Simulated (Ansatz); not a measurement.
## CH3ClMgO, SMILES C[O][Mg][Cl]: an atomisation energy, step by step

With Ansatz 0.2.0 through its Python package.

Notebook, run cell by cell (the value of a cell's last expression is shown):

**Cell 1**
```python
from collections import Counter

import ansatz as az
```

**Cell 2**
```python
def energy_of(molecule, charge=0, unpaired=0):
    calc = molecule.calculation().basis(gaussian="cc-pVDZ").functional("r2SCAN")
    if charge:
        calc = calc.charge(charge)
    if unpaired:
        calc = calc.spin("collinear", total=unpaired)
    report = calc.run().report
    if report["published_state_doubts"]:
        print("  doubts:", report["published_state_doubts"])
    return report["free_energy_ev"]
```

**Cell 3**
```python
geometry_ang = [
    ("C", [0.6795, 0.84, 0.1536]),
    ("O", [0.9517, -0.4418, 0.4325]),
    ("Mg", [-0.7048, -1.4803, -0.1011]),
    ("Cl", [-2.5296, -2.7062, -0.709]),
    ("H", [0.4098, 0.9745, -0.9583]),
    ("H", [-0.2589, 1.2027, 0.7304]),
    ("H", [1.5136, 1.5432, 0.4062]),
]
molecule = az.Crystal.molecule()
for symbol, xyz in geometry_ang:
    molecule = molecule.atom(symbol, xyz)
```

**Cell 4**
```python
# Hund ground states
unpaired = {"C": 2, "O": 2, "Mg": 0, "Cl": 1, "H": 1}
counts = Counter(site.symbol for site in molecule.cartesian_sites)
atom_energy = {s: energy_of(az.Crystal.molecule().atom(s, (0, 0, 0)), 0, unpaired[s]) for s in counts}
whole = energy_of(molecule, 0, 0)
for s, e in atom_energy.items():
    print(f"{s:2s} x{counts[s]}  {e:14.5f} eV")
print(f"CH3ClMgO: {whole:.5f} eV")
split = sum(counts[s] * e for s, e in atom_energy.items()) - whole
print(f"atomisation energy (no zero-point term): {23.060548 * split:.1f} kcal/mol, {split / sum(counts.values()):.3f} eV an atom")
```
Output:
```text
C  x1     -1029.30532 eV
O  x1     -2041.73156 eV
Mg x1     -5443.19188 eV
Cl x1    -12520.20592 eV
H  x3       -13.58415 eV
CH3ClMgO: -21099.08186 eV
atomisation energy (no zero-point term): 551.0 kcal/mol, 3.414 eV an atom
```

551.0 kcal/mol from the electronic energies, without the zero-point term.

Reading the output:
- Total energies depend on the basis set; only differences at equal settings carry meaning.
- The geometry is a force-field or estimated start, not a minimum of this method, and the basis set is short of its limit. All parts are taken at fixed geometry, without zero-point energy.
- For Al to Cl the sets with a tight d function, cc-pV(X+d)Z, are usual.
- Hardware and time: 8 s on 1 thread of Arm Neoverse V1 (shared host), peak memory 0.19 GiB.
